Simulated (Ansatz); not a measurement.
A nudged elastic band was laid between two geometries of a periodic cell of 17 atoms, AlSi16 (host Si, host structure diamond, interstitial Al).

The calculation used Ansatz 0.2.0, DFT PBE, scalar-relativistic, plane waves, PAW. Settings: PAW set soft_1, cutoff 420 eV, k mesh 2x2x2, gaussian smearing 0.05 eV, spin collinear.

* movable images: 4
* climbing image: no
* spring: 5.0 eV/Å²
* optimiser: quadratic models (default)
* start path: default
* force threshold: 0.05 eV/Å
* iteration limit: 50
* end points: relaxed

First end point:

```xyz
17
Lattice="0.0000 5.4300 5.4300 5.4300 0.0000 5.4300 5.4300 5.4300 0.0000" Properties=species:S:1:pos:R:3
Si 0.042 -0.037 -0.056
Si 1.448 1.369 1.270
Si 2.758 2.676 -0.041
Si 4.066 3.987 1.270
Si 2.774 -0.037 2.676
Si 4.100 1.335 4.048
Si 5.472 2.661 2.676
Si 6.878 3.987 4.082
Si 0.043 2.694 2.675
Si 1.413 4.021 4.047
Si 2.740 5.392 2.675
Si 4.068 6.796 4.080
Si 2.756 2.678 5.391
Si 4.101 4.021 6.734
Si 5.473 5.392 5.407
Si 6.843 6.764 6.734
Al 5.473 5.391 2.674
```

Last end point:

```xyz
17
Lattice="0.0000 5.4300 5.4300 5.4300 0.0000 5.4300 5.4300 5.4300 0.0000" Properties=species:S:1:pos:R:3
Si -0.051 -0.049 -0.022
Si 1.320 1.323 1.306
Si 2.695 2.698 -0.015
Si 4.039 4.041 1.329
Si 2.726 -0.091 2.626
Si 4.046 1.315 4.033
Si 5.379 2.690 2.668
Si 6.750 4.019 4.040
Si -0.093 2.728 2.626
Si 1.313 4.048 4.033
Si 2.688 5.381 2.669
Si 4.016 6.753 4.040
Si 2.710 2.713 5.430
Si 4.019 4.022 6.739
Si 5.336 5.339 5.446
Si 6.743 6.745 6.766
Al 6.733 6.736 4.024
```

(1) Which bonds break or form, and what moves?

(2) What energy profile does the band end with?

(3) What is the geometry of the highest image?

Answers

(1) Contacts lost: Si4–Al17. Contacts made: Si13–Al17. The atom that moves furthest is Al17, by 2.28 Å.

(2) The run converged. The highest image is number 3 of 0 to 5, 0.64 eV above the ends, which have the same energy within 2 meV. No image climbed, so the highest image needn't sit at the top of the path. Limits of this set-up: coarse k mesh.

```
image  path coordinate (Å)  energy (eV)  Si4–Al17 (Å)  Si13–Al17 (Å)
    0                 0.00         0.00          2.43           4.70
    1                 0.59         0.14          2.51           4.19
    2                 1.19         0.61          2.86           3.54
    3                 1.78         0.64          3.49           2.90
    4                 2.38         0.16          4.15           2.52
    5                 2.97         0.00          4.67           2.44
```

(3) 
```xyz
17
Lattice="0.0000 5.4300 5.4300 5.4300 0.0000 5.4300 5.4300 5.4300 0.0000" Properties=species:S:1:pos:R:3:forces:R:3
Si 0.053 0.022 -0.044 -0.03 -0.03 -0.03
Si 1.439 1.409 1.223 -0.05 -0.05 0.07
Si 2.891 2.860 0.146 -0.04 -0.04 -0.04
Si 4.244 4.213 1.499 -0.04 -0.04 -0.04
Si 2.838 -0.146 2.570 0.00 -0.08 -0.08
Si 4.078 1.262 3.978 0.02 0.00 0.00
Si 5.483 2.670 2.738 -0.03 -0.03 -0.03
Si 6.869 3.937 4.125 -0.05 0.07 -0.05
Si -0.115 2.807 2.570 -0.08 0.00 -0.08
Si 1.293 4.047 3.978 0.00 0.02 0.00
Si 2.701 5.452 2.738 -0.03 -0.03 -0.03
Si 3.968 6.838 4.124 0.07 -0.05 -0.05
Si 2.501 2.471 5.187 -0.07 -0.07 -0.07
Si 3.862 3.832 6.548 -0.04 -0.04 -0.04
Si 5.315 5.284 5.523 -0.08 -0.08 0.00
Si 6.723 6.692 6.763 0.00 0.00 0.02
Al 6.259 6.229 3.514 0.44 0.44 0.44
```

The run took 63 s on 2 threads of Arm Neoverse V2, on a shared host, peak memory 1.2 GiB.
